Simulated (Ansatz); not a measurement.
HfB in Ansatz: convergence with xc grid

Crystal: HfB.

```
Hf B
1.0
     0.00000    2.31000    2.31000
     2.31000    0.00000    2.31000
     2.31000    2.31000    0.00000
Hf B
1 1
Direct
  0.50000 0.50000 0.50000
  0.00000 0.00000 0.00000
```

- Program: Ansatz 0.2.0
- Task: convergence study
- Functional: PBE
- Potentials or basis: Ansatz PAW earlier set
- Cutoff: 760 eV
- Density cutoff: 3040 eV
- k mesh: 8 × 8 × 8
- Occupations: fermi-dirac, width 0.05 eV
- Spin: no spin polarisation

These are the settings of the first run; the series varies xc grid, with any setting tied to it.

Hardware: 2 threads of Arm Neoverse N1 (shared host).

```
xc grid  energy less the tightest run, at zero smearing (meV/atom)  SCF cycles  CPU time (s)  peak memory (GiB)
      1                                                       0.00           7           3.4               0.29
      2                                                       0.00           7           3.2               0.29
      3                                                       0.00           7           3.4               0.32
      4                                                       0.00           7           3.4               0.36
      5                                                       0.00           7           3.7               0.43
```

Against the tightest run, the energy stays within 1 meV/atom from 1 on. The tightest run that finished is the yardstick and may itself not be fully converged.

 Spin-orbit coupling is left out, which matters for the levels of Hf.
